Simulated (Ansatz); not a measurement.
# Os: stress in a strained cell

Os is deformed so: zz strain of -2 %. What stress and forces result, by LAPW, PAW and all-electron datasets made for the crystal?

Program: Ansatz 0.2.0. Level of theory: DFT PBEsol, scalar-relativistic. These are calculated values, not measurements.

6 further runs of the same task are left out: 6 that didn't finish.

### 1 The structure to begin with

The structure is hexagonal, space group P6_3/mmc (No. 194). Conventional cell: a = 2.734 Å, b = 2.734 Å, c = 4.320 Å, α = 90.00°, β = 90.00°, γ = 120.00°. Os (site symmetry -6m2) is surrounded by 12 Os at 2.68 to 2.73 Å.

Coordinates:

```
CELL_PARAMETERS angstrom
2.73410 0.00000 0.00000
-1.36705 2.36780 0.00000
0.00000 0.00000 4.31970
ATOMIC_POSITIONS crystal
Os 0.33333 0.66667 0.25000
Os 0.66667 0.33333 0.75000
```

Atoms are numbered in the order of the input: Os1, Os2.

### 2 After the deformation

Space group P6_3/mmc before, P6_3/mmc after.

### 3 LAPW, all electrons

File input.yaml:

```yaml
crystal:
  lattice:
    - [2.7340999755, 0.0, 0.0]
    - [-1.3670499878, 2.3678000353, 0.0]
    - [0.0, 0.0, 4.233306]
  atoms:
    - { symbol: Os, position: [0.3333333333, 0.6666666667, 0.25] }
    - { symbol: Os, position: [0.6666666667, 0.3333333333, 0.75] }
kpoints:
  mp_grid: { grid: [15, 15, 9] }
  band_path:
    path:
      - [0.0, 0.0, 0.0]
      - [0.5, 0.0, 0.0]
      - [0.3333333333, 0.3333333333, 0.0]
      - [0.0, 0.0, 0.0]
      - [0.0, 0.0, 0.5]
      - [0.5, 0.0, 0.5]
      - [0.3333333333, 0.3333333333, 0.5]
      - [0.0, 0.0, 0.5]
      - [0.5, 0.0, 0.5]
    npoints: 5
scf:
  occupations: { method: fermi_dirac, width: 0.05 }
hamiltonian:
  xc: pbesol
  pseudopotentials: { kind: all_electron, lapw: { basis_error: 0.0005 } }
output:
  forces: true
  stress: true
  eigenvalues: true
```

Command:

```
> ansatz run input.yaml --threads 1 --pin off --max-ram 3072MiB --backend cpu --events-out ev --progress --plain --runs-dir out
```

### 4 PAW on the default files

File input.yaml:

```yaml
crystal:
  lattice:
    - [2.7340999755, 0.0, 0.0]
    - [-1.3670499878, 2.3678000353, 0.0]
    - [0.0, 0.0, 4.233306]
  atoms:
    - { symbol: Os, position: [0.3333333333, 0.6666666667, 0.25] }
    - { symbol: Os, position: [0.6666666667, 0.3333333333, 0.75] }
kpoints:
  mp_grid: { grid: [15, 15, 9] }
scf:
  occupations: { method: fermi_dirac, width: 0.05 }
hamiltonian:
  xc: pbesol
  pseudopotentials: { kind: paw }
output:
  forces: true
  stress: true
  eigenvalues: true
  efg: { contact_densities: true }
```

### 5 All-electron PAW on datasets made for the crystal

Changes to input.yaml since step 4:

```diff
@@ -14,3 +14,3 @@
   xc: pbesol
-  pseudopotentials: { kind: paw }
+  pseudopotentials: { kind: all_electron, datasets: crystal }
 output:
```

(Steps that only read results are left out.)

Q: Predict the outcome of this session. Wanted: pressure; largest shear or deviatoric stress.

**Answer**, as computed:

| quantity | value |
| --- | --- |
| pressure | LAPW 6.69, PAW 6.72, crystal datasets 6.69 GPa |
| largest shear or deviatoric stress (LAPW) | 9.47 GPa |

In words: The largest part of the stress beyond the pressure is 9.47 GPa in size, in the zz component; the atoms are carried along and not relaxed. No run of the undeformed cell stands beside it, so the pressure holds what the given cell had before the change. PAW: stress within 0.04 GPa of LAPW. Crystal datasets: stress within 0.01 GPa of LAPW. Spin-orbit coupling is left out, though the cell holds Os; in elements this heavy it can shift bands and gaps by tenths of an eV.
